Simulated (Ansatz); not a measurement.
# SiGeH5− (SMILES [SiH2-][GeH3]): functionals against CCSD(T) at one geometry

An exercise on one series of results from a longer session: the logs are not shown, and one member is left open.

Method: single points in def2-TZVPPD; program: Ansatz 0.2.0, Gaussian basis.

Cores are frozen in the correlated methods. Filled d shells of the heavier atoms are correlated.

## The system as given

SMILES `[SiH2-][GeH3]`, 7 atoms, charge -1, spin multiplicity 1.

Atoms are counted from 1 here; the program's logs count them from 0.

Bond lengths: Si1–Ge2 2.341 Å, Si1–H3 1.542 Å, Si1–H4 1.556 Å, Ge2–H5 1.452 Å, Ge2–H6 1.678 Å, Ge2–H7 1.636 Å. Angles: Ge2–Si1–H3 101.9°, Ge2–Si1–H4 97.4°, H3–Si1–H4 88.4°, Si1–Ge2–H5 108.7°, Si1–Ge2–H6 144.4°, Si1–Ge2–H7 106.2°, H5–Ge2–H6 95.9°, H5–Ge2–H7 101.0°, H6–Ge2–H7 93.4°.

As a file:

```xyz
7
GeH5Si
Si    0.0570   -1.5893   -0.3655
Ge    0.0986    0.7250   -0.0141
H     0.0567   -2.1291    1.0785
H    -1.4893   -1.7623   -0.3846
H    -0.0343    1.3931   -1.2969
H    -0.5430    1.9776    0.8998
H     1.6426    1.1009    0.3744
```

Set-up of the first run:

File run/in.yaml:

```yaml
crystal:
  periodic: [false, false, false]
  atoms:
    - {symbol: Si, position_ang: [0.057000, -1.589300, -0.365500]}
    - {symbol: Ge, position_ang: [0.098600, 0.725000, -0.014100]}
    - {symbol: H, position_ang: [0.056700, -2.129100, 1.078500]}
    - {symbol: H, position_ang: [-1.489300, -1.762300, -0.384600]}
    - {symbol: H, position_ang: [-0.034300, 1.393100, -1.296900]}
    - {symbol: H, position_ang: [-0.543000, 1.977600, 0.899800]}
    - {symbol: H, position_ang: [1.642600, 1.100900, 0.374400]}
basis:
  gaussian: {orbitals: "def2-TZVPPD.json"}
total_charge: -1
correlation: {method: ccsd_t}
output: {forces: true}
```

The basis file named in the input lies beside it (Basis Set Exchange, JSON).

No record of the launch command was kept for these runs.

Steps of the session up to this table: CCSD(T)/def2-TZVPPD; PBE0-D4/def2-TZVPPD; wB97M-V/def2-TZVPPD; r2SCAN-D4/def2-TZVPPD; PBE-D4/def2-TZVPPD; BHLYP-D4/def2-TZVPPD; wB97X-V/def2-TZVPPD.

One of the session's tables, all rows but one given; the rest of the session is left out.

| method | RMS force component (eV/Å) | angle to CCSD(T) forces (°) |
| --- | --- | --- |
| CCSD(T) | 0.919 | reference |
| PBE0-D4 | 0.895 | 4.8 |
| wB97M-V | 0.921 | 2.1 |
| r2SCAN-D4 | 0.870 | 4.7 |
| PBE-D4 | ? | ? |
| BHLYP-D4 | 0.960 | 4.5 |
| wB97X-V | 0.934 | 2.1 |

**Question.** Estimate the row for PBE-D4.

The run gave: RMS force component (eV/Å): 0.861; angle to CCSD(T) forces (°): 11.7. In the column «RMS force component (eV/Å)» it is the lowest.
